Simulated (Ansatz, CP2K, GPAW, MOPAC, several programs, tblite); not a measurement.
**What cheap methods get right for BeGeSb2**

How much accuracy does each second buy? BeGeSb2 is computed with 10 methods, from the cheapest up to r2SCAN.

Computed with MOPAC, tblite, CP2K, GPAW, Ansatz (versions at each run) (no spin polarisation, static lattice; gaps from single points on the cell relaxed beforehand with r²SCAN, unless a step's input says otherwise).

4 further runs of the same task are left out: 1 that didn't finish, 3 set aside as unsound or not needed.

## (1) The structure to begin with

The structure is tetragonal, space group P-4m2 (No. 115). Conventional cell: a = 4.175 Å, b = 4.175 Å, c = 5.835 Å, α = 90.00°, β = 90.00°, γ = 90.00°. Around Be (site symmetry -4m2) lie 4 Sb at 2.45 Å. Sb (site symmetry 2mm) has 2 Be at 2.45 Å and 2 Ge at 2.65 Å as nearest neighbours. Around Ge (site symmetry -4m2) lie 4 Sb at 2.65 Å.

As a file:

```
CELL_PARAMETERS angstrom
4.17452 0.00000 0.00000
0.00000 4.17452 0.00000
0.00000 0.00000 5.83469
ATOMIC_POSITIONS crystal
Be 0.00000 0.00000 0.00000
Sb 0.00000 0.50000 0.21944
Ge 0.50000 0.50000 0.50000
Sb 0.50000 0.00000 0.78056
```

The structure type (II-IV-V2 ordering on zincblende lattice) is imposed and need not be the compound's stable one.

**Question.** The methods are PM6, PM7, GFN1-xTB (tblite), GFN2-xTB (tblite), PBE/DZVP, PBE/single-zeta, PBE/SZV, coarse PBE, PBE, r2SCAN. What gap does r2SCAN give on this cell, and which other methods (full PBE left aside) come nearest to r2SCAN and farthest in gap, volume and bulk modulus?

| quantity | value |
| --- | --- |
| r2SCAN | no gap, 25.42 Å³/atom, B₀ 59 GPa |
| gap: nearest and farthest of the other methods | PBE/DZVP, PBE/single-zeta, coarse PBE (about 0.00 eV off); GFN2-xTB (tblite) (+0.57 eV) |
| volume: nearest and farthest of the other methods | GFN1-xTB (tblite) (-0.6 %), PBE/SZV (+9.8 %) |
| bulk modulus: nearest and farthest of the other methods | GFN1-xTB (tblite) (+3 %), PBE/SZV (+60 %) |

**Reading.** For the gap (full PBE left aside), PBE/DZVP, PBE/single-zeta, coarse PBE tie for nearest to r2SCAN; GFN2-xTB (tblite) is farthest. For the volume, of the 3 methods compared (full PBE left aside), GFN1-xTB (tblite) comes nearest to r2SCAN and PBE/SZV is farthest. For the bulk modulus, of the 3 methods compared (full PBE left aside), GFN1-xTB (tblite) comes nearest to r2SCAN and PBE/SZV is farthest. A minimal basis or a coarse cutoff and mesh shifts results by its own error, so closeness to r2SCAN can be chance. Cluster runs see only the k-points that fold onto the zone centre, so their gaps can miss the band edges. PM7, PM6 ended in an unphysical state and are left out of the comparison. No volume is given for GFN2-xTB (tblite), PBE/single-zeta, coarse PBE, which can hide a larger miss. Overlaps count as a gap of zero in the misses; they are PBE/DZVP -0.54, PBE/single-zeta -0.62, coarse PBE -0.44, PBE -0.53, r2SCAN -0.39 eV. CPU times run from 1.8 s (coarse PBE) to 25 s (r2SCAN). GFN1-xTB (tblite), GFN2-xTB (tblite), PBE/SZV disagree with r2SCAN even on whether there is a gap. Semilocal functionals can close a small real gap, so r2SCAN's «no gap» may be its own error. r2SCAN is a yardstick, not the truth. Spin-orbit coupling is left out throughout.
